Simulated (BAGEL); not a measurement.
# BSiN2H5 (SMILES N[SiH]1BN1), step by step

Aim: a single-point energy (HF/cc-pVDZ), then the energy (NEVPT2(2,2)/cc-pVDZ), then a single-point energy (CASPT2(2,2)/cc-pVDZ) of BSiN2H5. 

Program for the calculation: BAGEL 1.2.2.

2 further runs of the same task are left out: 2 set aside as unsound or not needed.

## (1) The structure to begin with

BSiN2H5 has 9 atoms, charge 0, and is taken as a singlet. As SMILES, `N[SiH]1BN1`. One bond was lengthened or shortened from a relaxed shape.

Bond lengths: N1–Si2 1.702 Å, Si2–B3 1.914 Å, Si2–N4 1.755 Å, B3–N4 1.389 Å, N1–H5 1.006 Å, N1–H6 1.005 Å, Si2–H7 1.482 Å, B3–H8 1.190 Å, N4–H9 0.859 Å. Some angles: N1–Si2–B3 127.2°, N1–Si2–N4 121.8°, B3–Si2–N4 44.2°, Si2–B3–N4 61.8°, Si2–N4–B3 74.0°, N1–Si2–H7 105.5°, B3–Si2–H7 127.1°, N4–Si2–H7 113.4°, Si2–N1–H5 122.6°, Si2–N1–H6 123.2°.

## (2) A single-point energy at HF/cc-pVDZ (density fitting with svp-jkfit) (run 1)

File input.json:

```json
{ "bagel" : [

{
  "title" : "molecule",
  "basis" : "cc-pvdz.json",
  "df_basis" : "svp-jkfit",
  "geometry" : [
    { "atom" : "N", "xyz" : [ -1.06820927,  2.93304014,  0.17011126 ] },
    { "atom" : "Si", "xyz" : [  0.62630815,  0.26361301,  0.76027272 ] },
    { "atom" : "B", "xyz" : [ -0.30494888, -3.14035065, -0.03397917 ] },
    { "atom" : "N", "xyz" : [  1.36632490, -1.90409182, -1.63760075 ] },
    { "atom" : "H", "xyz" : [ -0.28113834,  4.66251749,  0.16009571 ] },
    { "atom" : "H", "xyz" : [ -2.81431621,  2.91263110, -0.57727543 ] },
    { "atom" : "H", "xyz" : [  2.86053135,  1.10529703,  2.22424355 ] },
    { "atom" : "H", "xyz" : [ -1.26379592, -5.17482980, -0.02604232 ] },
    { "atom" : "H", "xyz" : [  2.14294943, -2.28959217, -3.01014474 ] }
  ]
},
{
  "title" : "hf"
},
{
  "title" : "print",
  "file" : "orbitals.molden",
  "orbitals" : true
}

]}
```

The basis set cc-pVDZ is read from a file made from the Basis Set Exchange's data (not shown).

On the command line:

```
$ BAGEL_NUM_THREADS=1 BAGEL input.json > input.out
```

What it wrote:

```text
* using 1 threads per process

  ===============================================================
  ===============================================================

  *** Geometry ***

  { "atom" : "N", "xyz" : [     -1.068209,      2.933040,      0.170111 ] },
  { "atom" : "Si", "xyz" : [      0.626308,      0.263613,      0.760273 ] },
  { "atom" : "B", "xyz" : [     -0.304949,     -3.140351,     -0.033979 ] },
  { "atom" : "N", "xyz" : [      1.366325,     -1.904092,     -1.637601 ] },
  { "atom" : "H", "xyz" : [     -0.281138,      4.662517,      0.160096 ] },
  { "atom" : "H", "xyz" : [     -2.814316,      2.912631,     -0.577275 ] },
  { "atom" : "H", "xyz" : [      2.860531,      1.105297,      2.224244 ] },
  { "atom" : "H", "xyz" : [     -1.263796,     -5.174830,     -0.026042 ] },
  { "atom" : "H", "xyz" : [      2.142949,     -2.289592,     -3.010145 ] },

  Number of auxiliary basis functions:      447

  Since a DF basis is specified, we compute 2- and 3-index integrals:
    o Being stored without compression. Storage requirement is 0.026 GB

  Number of basis functions:       85
  Number of electrons      :       38

    * METHOD: MOLECULE                             0.21

  *** RHF ***

  === Nuclear Repulsion ===
   150.8932057957

      * DIIS with orbital gradients will be used.

  === RHF iteration (cc-pvdz.json) ===
      0       -425.06599457          0.02280499           0.05
      1       -425.30522276          0.01540695           0.05
      2       -425.42290523          0.00181871           0.05
      3       -425.42515909          0.00068725           0.05
      4       -425.42542655          0.00014936           0.05
      5       -425.42544272          0.00004786           0.05
      6       -425.42544474          0.00001542           0.05
      7       -425.42544510          0.00000468           0.05
      8       -425.42544514          0.00000177           0.05
      9       -425.42544514          0.00000072           0.05
     10       -425.42544514          0.00000024           0.06
     11       -425.42544514          0.00000012           0.05
     12       -425.42544514          0.00000004           0.05
     13       -425.42544514          0.00000001           0.05
     14       -425.42544514          0.00000000           0.05
    * SCF iteration converged.

    * Permanent dipole moment:
           (   -0.017928,    -0.558981,     0.512941) a.u.

    * METHOD: HF                                   0.88

    * METHOD: PRINT                                0.03

  ===============================================================
```

Wall time 1.5 s (1 thread of AMD EPYC 7R43 (Zen 3), shared host); peak memory 0.15 GiB.

## (3) A single-point energy at NEVPT2(2,2)/cc-pVDZ (density fitting with svp-jkfit) (run 2)

File nevpt2.json:

```json
{ "bagel" : [

{
  "title" : "molecule",
  "basis" : "cc-pvdz.json",
  "df_basis" : "svp-jkfit",
  "angstrom" : "false",
  "geometry" : [
    { "atom" : "N", "xyz" : [ -1.06820927,  2.93304014,  0.17011126 ] },
    { "atom" : "Si", "xyz" : [  0.62630815,  0.26361301,  0.76027272 ] },
    { "atom" : "B", "xyz" : [ -0.30494888, -3.14035065, -0.03397917 ] },
    { "atom" : "N", "xyz" : [  1.36632490, -1.90409182, -1.63760075 ] },
    { "atom" : "H", "xyz" : [ -0.28113834,  4.66251749,  0.16009571 ] },
    { "atom" : "H", "xyz" : [ -2.81431621,  2.91263110, -0.57727543 ] },
    { "atom" : "H", "xyz" : [  2.86053135,  1.10529703,  2.22424355 ] },
    { "atom" : "H", "xyz" : [ -1.26379592, -5.17482980, -0.02604232 ] },
    { "atom" : "H", "xyz" : [  2.14294943, -2.28959217, -3.01014474 ] }
  ]
},
{
  "title" : "hf",
  "charge" : 0
},
{
  "title" : "nevpt2",
  "nstate" : 1,
  "nact" : 2,
  "nclosed" : 18,
  "charge" : 0,
  "active" : [11, 23],
  "maxiter" : 200,
  "natocc" : "true",
  "ncore" : 8
},
{
  "title" : "print",
  "file" : "orbitals.molden",
  "orbitals" : "true"
}

]}
```

The basis set cc-pVDZ is read from a file made from the Basis Set Exchange's data (not shown).

On the command line:

```
$ BAGEL_NUM_THREADS=1 BAGEL nevpt2.json > nevpt2.out
```

What it wrote:

```text
* using 1 threads per process

  ===============================================================
  ===============================================================

  *** Geometry ***

  { "atom" : "N", "xyz" : [     -1.068209,      2.933040,      0.170111 ] },
  { "atom" : "Si", "xyz" : [      0.626308,      0.263613,      0.760273 ] },
  { "atom" : "B", "xyz" : [     -0.304949,     -3.140351,     -0.033979 ] },
  { "atom" : "N", "xyz" : [      1.366325,     -1.904092,     -1.637601 ] },
  { "atom" : "H", "xyz" : [     -0.281138,      4.662517,      0.160096 ] },
  { "atom" : "H", "xyz" : [     -2.814316,      2.912631,     -0.577275 ] },
  { "atom" : "H", "xyz" : [      2.860531,      1.105297,      2.224244 ] },
  { "atom" : "H", "xyz" : [     -1.263796,     -5.174830,     -0.026042 ] },
  { "atom" : "H", "xyz" : [      2.142949,     -2.289592,     -3.010145 ] },

  Number of auxiliary basis functions:      447

  Since a DF basis is specified, we compute 2- and 3-index integrals:
    o Being stored without compression. Storage requirement is 0.026 GB

  Number of basis functions:       85
  Number of electrons      :       38

    * METHOD: MOLECULE                             0.21

  *** RHF ***

  === Nuclear Repulsion ===
   150.8932057957

      * DIIS with orbital gradients will be used.

  === RHF iteration (cc-pvdz.json) ===
      0       -425.06599457          0.02280499           0.05
      1       -425.30522276          0.01540695           0.05
      2       -425.42290523          0.00181871           0.05
      3       -425.42515909          0.00068725           0.05
      4       -425.42542655          0.00014936           0.05
      5       -425.42544272          0.00004786           0.05
      6       -425.42544474          0.00001542           0.05
      7       -425.42544510          0.00000468           0.05
      8       -425.42544514          0.00000177           0.05
      9       -425.42544514          0.00000072           0.05
     10       -425.42544514          0.00000024           0.07
     11       -425.42544514          0.00000012           0.05
     12       -425.42544514          0.00000004           0.05
     13       -425.42544514          0.00000001           0.05
     14       -425.42544514          0.00000000           0.05
    * SCF iteration converged.

    * Permanent dipole moment:
           (   -0.017928,    -0.558981,     0.512941) a.u.

    * METHOD: HF                                   0.93

    * freezing 8 orbitals
  ---------------------------
      CASSCF calculation
  ---------------------------

    ==== Active orbitals : =====
         Orbital 11
         Orbital 23
    ============================

    * nstate   :      1
    * nclosed  :     18
    * nact     :      2
    * nvirt    :     65
  === CASSCF iteration (cc-pvdz.json) ===

    * Using the second-order algorithm

      0  0      -425.42550009     1.84e-05      0.02

      1  0      -425.42620513     1.77e-04      0.17

      2  0      -425.43647525     7.16e-04      0.22

      3  0      -425.43814857     1.64e-04      0.32

      4  0      -425.43818199     2.91e-05      0.35

      5  0      -425.43818252     9.42e-06      0.30

      6  0      -425.43818254     2.83e-06      0.33

      7  0      -425.43818254     8.20e-07      0.32

      8  0      -425.43818254     2.33e-07      0.30

      9  0      -425.43818254     6.59e-08      0.27

     10  0      -425.43818254     1.85e-08      0.28

     11  0      -425.43818254     5.22e-09      0.23

    * Second-order optimization converged. *

     guess   0:   closed 1.                   open ..

  === FCI iteration ===

      0  0      -425.42534816     9.36e-02      0.00
      1  0      -425.43817839     1.26e-03      0.00
      2  0 *    -425.43818254     1.05e-15      0.00

     * ci vector, state   0, <S^2> = 0.0000
       2.     0.9976562386
       .2    -0.0684253585

  === DF-NEVPT2 calculation ===

    * 3-index integral transformation done
    * assembly done

      NEVPT2 correlation energy:   -0.4941705921      0.14

          (+0)     -0.4277446584
          (+0)'    -0.0234808716
          (+1)     -0.0036635384
          (+1)'    -0.0000000000
          (+2)     -0.0001883215
          (-1)     -0.0302851677
          (-1)'     0.0000000000
          (-2)     -0.0088080346

      NEVPT2 total energy:       -425.9323531343

    * METHOD: NEVPT2                               3.46

    * METHOD: PRINT                                0.03

  ===============================================================
```

Wall time 5.1 s (1 thread of AMD EPYC 7R43 (Zen 3), shared host); peak memory 0.15 GiB.

## (4) The energy at CASPT2(2,2)/cc-pVDZ (density fitting with svp-jkfit) (run 3)

File calc.json:

```json
{ "bagel": [

{
  "title": "molecule",
  "basis": "cc-pvdz.json",
  "df_basis": "svp-jkfit",
  "geometry": [
    { "atom": "N", "xyz": [ -1.06820927,  2.93304014,  0.17011126 ] },
    { "atom": "Si", "xyz": [  0.62630815,  0.26361301,  0.76027272 ] },
    { "atom": "B", "xyz": [ -0.30494888, -3.14035065, -0.03397917 ] },
    { "atom": "N", "xyz": [  1.36632490, -1.90409182, -1.63760075 ] },
    { "atom": "H", "xyz": [ -0.28113834,  4.66251749,  0.16009571 ] },
    { "atom": "H", "xyz": [ -2.81431621,  2.91263110, -0.57727543 ] },
    { "atom": "H", "xyz": [  2.86053135,  1.10529703,  2.22424355 ] },
    { "atom": "H", "xyz": [ -1.26379592, -5.17482980, -0.02604232 ] },
    { "atom": "H", "xyz": [  2.14294943, -2.28959217, -3.01014474 ] }
  ]
},
{ "title": "hf" },
{ "title": "casscf", "nstate": 1, "nact": 2, "nclosed": 18, "active": [11, 23], "maxiter": 200, "natocc": true },
{ "title": "print", "file": "orbitals.molden", "orbitals": true },
{ "title": "smith", "method": "caspt2", "ms": true, "xms": true, "sssr": true, "shift": 0.2, "shift_imag": true, "ncore": 8 }

]}
```

The basis set cc-pVDZ is read from a file made from the Basis Set Exchange's data (not shown).

On the command line:

```
$ BAGEL_NUM_THREADS=1 BAGEL calc.json > calc.out
```

What it wrote:

```text
* using 1 threads per process

  ===============================================================
  ===============================================================

  *** Geometry ***

  { "atom" : "N", "xyz" : [     -1.068209,      2.933040,      0.170111 ] },
  { "atom" : "Si", "xyz" : [      0.626308,      0.263613,      0.760273 ] },
  { "atom" : "B", "xyz" : [     -0.304949,     -3.140351,     -0.033979 ] },
  { "atom" : "N", "xyz" : [      1.366325,     -1.904092,     -1.637601 ] },
  { "atom" : "H", "xyz" : [     -0.281138,      4.662517,      0.160096 ] },
  { "atom" : "H", "xyz" : [     -2.814316,      2.912631,     -0.577275 ] },
  { "atom" : "H", "xyz" : [      2.860531,      1.105297,      2.224244 ] },
  { "atom" : "H", "xyz" : [     -1.263796,     -5.174830,     -0.026042 ] },
  { "atom" : "H", "xyz" : [      2.142949,     -2.289592,     -3.010145 ] },

  Number of auxiliary basis functions:      447

  Since a DF basis is specified, we compute 2- and 3-index integrals:
    o Being stored without compression. Storage requirement is 0.026 GB

  Number of basis functions:       85
  Number of electrons      :       38

    * METHOD: MOLECULE                             0.21

  *** RHF ***

  === Nuclear Repulsion ===
   150.8932057957

      * DIIS with orbital gradients will be used.

  === RHF iteration (cc-pvdz.json) ===
      0       -425.06599457          0.02280499           0.05
      1       -425.30522276          0.01540695           0.05
      2       -425.42290523          0.00181871           0.05
      3       -425.42515909          0.00068725           0.05
      4       -425.42542655          0.00014936           0.05
      5       -425.42544272          0.00004786           0.05
      6       -425.42544474          0.00001542           0.05
      7       -425.42544510          0.00000468           0.05
      8       -425.42544514          0.00000177           0.05
      9       -425.42544514          0.00000072           0.05
     10       -425.42544514          0.00000024           0.05
     11       -425.42544514          0.00000012           0.05
     12       -425.42544514          0.00000004           0.05
     13       -425.42544514          0.00000001           0.05
     14       -425.42544514          0.00000000           0.06
    * SCF iteration converged.

    * Permanent dipole moment:
           (   -0.017928,    -0.558981,     0.512941) a.u.

    * METHOD: HF                                   0.92

  ---------------------------
      CASSCF calculation
  ---------------------------

    ==== Active orbitals : =====
         Orbital 11
         Orbital 23
    ============================

    * nstate   :      1
    * nclosed  :     18
    * nact     :      2
    * nvirt    :     65
  === CASSCF iteration (cc-pvdz.json) ===

    * Using the second-order algorithm

      0  0      -425.42550009     1.84e-05      0.02

      1  0      -425.42620513     1.77e-04      0.17

      2  0      -425.43647525     7.16e-04      0.22

      3  0      -425.43814857     1.64e-04      0.40

      4  0      -425.43818199     2.91e-05      0.28

      5  0      -425.43818252     9.42e-06      0.26

      6  0      -425.43818254     2.83e-06      0.28

      7  0      -425.43818254     8.20e-07      0.29

      8  0      -425.43818254     2.33e-07      0.27

      9  0      -425.43818254     6.59e-08      0.24

     10  0      -425.43818254     1.85e-08      0.23

     11  0      -425.43818254     5.22e-09      0.20

    * Second-order optimization converged. *

     guess   0:   closed 1.                   open ..

  === FCI iteration ===

      0  0      -425.42534816     9.36e-02      0.00
      1  0      -425.43817839     1.26e-03      0.00
      2  0 *    -425.43818254     1.05e-15      0.00

     * ci vector, state   0, <S^2> = 0.0000
       2.     0.9976562386
       .2    -0.0684253585

    * METHOD: CASSCF                               2.97

    * METHOD: PRINT                                0.03

  === SMITH program ===

    * freezing 8 orbitals

    * Approximate memory requirement for SMITH calulation per MPI process:
      o Storage requirement for T-amplitude, lambda, and residual is 0.02 GB
      o Storage requirement for MO integrals is 0.01 GB
    * Calculating and saving rdm4f

    * Zeroth order energy : state  0       -1.6796279122

    * CASPT2 iteration is performed using orthogonal basis

      -------------------------------------------  CASPT2 iteration  ---------------------------------------------------
       #      aibj      arbs      arbi      airj      risj      airs      arst      rist         Etot      error   time
      ------------------------------------------------------------------------------------------------------------------

       0  -0.42687  -0.01043  -0.03113  -0.00415  -0.00026  -0.01997  -0.00000  -0.00000   -0.4928006  0.0026317   0.07
       1  -0.42753  -0.01053  -0.03142  -0.00438  -0.00029  -0.02084  -0.00000  -0.00000   -0.4949966  0.0005157   0.06
       2  -0.42764  -0.01054  -0.03136  -0.00439  -0.00029  -0.02089  -0.00000  -0.00000   -0.4951171  0.0001168   0.06
       3  -0.42762  -0.01054  -0.03137  -0.00439  -0.00030  -0.02090  -0.00000  -0.00000   -0.4951218  0.0000303   0.06
       4  -0.42762  -0.01054  -0.03137  -0.00439  -0.00030  -0.02090  -0.00000  -0.00000   -0.4951222  0.0000095   0.06
       5  -0.42762  -0.01054  -0.03137  -0.00439  -0.00030  -0.02090  -0.00000  -0.00000   -0.4951223  0.0000025   0.07
       6  -0.42762  -0.01054  -0.03137  -0.00439  -0.00030  -0.02090  -0.00000  -0.00000   -0.4951223  0.0000008   0.07

      ------------------------------------------------------------------------------------------------------------------

    * CASPT2 energy : state  0     -425.9361706680
        w/o shift correction       -425.9333048004
        reference weight              0.8518686546

    * METHOD: SMITH                                0.62

  ===============================================================
```

Run time: 5.4 s. Hardware: 1 thread of AMD EPYC 7R43 (Zen 3), shared host; peak memory 0.18 GiB.

## (5) What came out

```
                                quantity          value
         run 1, HF/cc-pVDZ: total energy  -425.42545 Eh
        run 1, HF/cc-pVDZ: dipole moment         1.93 D
          run 1, HF/cc-pVDZ: HOMO energy       -9.25 eV
          run 1, HF/cc-pVDZ: LUMO energy        3.72 eV
        run 1, HF/cc-pVDZ: HOMO–LUMO gap       12.97 eV
run 2, NEVPT2(2,2)/cc-pVDZ: total energy  -425.93235 Eh
run 3, CASPT2(2,2)/cc-pVDZ: total energy  -425.93617 Eh
```
